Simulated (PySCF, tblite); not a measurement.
**C5H13BN2: geometry, infrared bands and NMR shifts**

What infrared bands and NMR shifts should C5H13BN2 (`CCCN1BNCC1`) show?

Programs: tblite 0.8.0 and PySCF 2.14.0, with density-fitted response routines of our own. Each step states its level of theory. These are calculated values for one molecule in the gas phase, unless marked as measured. Atoms are numbered from 0 throughout.

## Step 1: Starting geometry

21 atoms, charge 0, multiplicity 1; geometry from: force field or distance geometry start.

Bonds of the start (Å): C0–C1 1.54, C1–C2 1.52, C2–N3 1.49, N3–B4 1.51, B4–N5 1.51, N5–C6 1.46, C6–C7 1.54, C7–N3 1.47, C0–H8 1.11, C0–H9 1.12, C0–H10 1.10, C1–H11 1.12, C1–H12 1.09, C2–H13 1.12, C2–H14 1.12, B4–H15 1.18, N5–H16 1.05, C6–H17 1.12, C6–H18 1.12, C7–H19 1.11, C7–H20 1.11.

## Step 2: Optimising the geometry with GFN2-xTB

What the job is given:

```
{"job": {"kind": "relax", "xc": "GFN2-xTB", "basis": "xTB"}, "charge": 0, "multiplicity": 1}
C      3.066600    -0.550500     0.220900
C      1.730300    -0.665600    -0.539200
C      0.733200     0.376400    -0.047700
N     -0.533100     0.274600    -0.828300
B     -1.378500     1.507800    -0.601200
N     -2.663600     1.281500     0.150800
C     -2.517500    -0.108600     0.565100
C     -1.414000    -0.771400    -0.277400
H      3.511700     0.451400     0.055300
H      2.894200    -0.702300     1.314800
H      3.764000    -1.321100    -0.147100
H      1.329000    -1.696400    -0.372700
H      1.917600    -0.531000    -1.606500
H      1.193300     1.380100    -0.218300
H      0.539300     0.276600     1.046100
H     -1.059800     2.575300    -0.997000
H     -2.622800     1.895100     1.006100
H     -3.487000    -0.646500     0.433700
H     -2.236000    -0.167500     1.651700
H     -1.890300    -1.302900    -1.131000
H     -0.885500    -1.538100     0.321400
```

Command:

```bash
OMP_NUM_THREADS=1 python probes_run.py task.json out
```

The driver reads the jobs from task.json and runs them one after another.

**Question.** This job is followed by: GFN2-xTB harmonic vibrations, gas phase; GIAO PBE0/pcSseg-1 NMR shielding, non-relativistic, gas phase. Predict these results of the whole session: strongest single infrared mode (GFN2-xTB); zero-point energy (GFN2-xTB); ¹³C shifts against TMS (PBE0/pcSseg-1); ¹H shifts against TMS (PBE0/pcSseg-1, means over atoms taken as alike); ¹⁵N shifts against NH3 (PBE0/pcSseg-1); ¹¹B shifts against BF3·OEt2 (PBE0/pcSseg-1).

**Answer**, as computed:

| quantity | value |
| --- | --- |
| strongest single infrared mode (GFN2-xTB) | 1431 cm⁻¹, 290 km/mol |
| zero-point energy (GFN2-xTB) | 115.1 kcal/mol |
| ¹³C shifts against TMS (PBE0/pcSseg-1) | 55.0, 52.4, 48.9, 28.2, 13.5 ppm |
| ¹H shifts against TMS (PBE0/pcSseg-1, means over atoms taken as alike) | 3.96, 3.81, 3.49, 3.03, 2.26, 1.52, 0.94 ppm |
| ¹⁵N shifts against NH3 (PBE0/pcSseg-1) | 102.7, 82.8 ppm |
| ¹¹B shifts against BF3·OEt2 (PBE0/pcSseg-1) | 23.0 ppm |

**Reading.** Over 128 steps the energy fell by 1.406 eV; of the close pairs, N3–B4 changed most, 1.512 to 1.405 Å. No mode is imaginary among the 57: a minimum at this level. The strongest single mode, at 1431 cm⁻¹, is spread over many atoms; the largest shares are those of N3, B4. Unscaled tight-binding wavenumbers are off by several per cent, some by more. Its intensities can rank the bands wrongly. At PBE0/pcSseg-1: Shielding is most anisotropic at N3 (span 150 ppm, paramagnetic term -161 ppm).
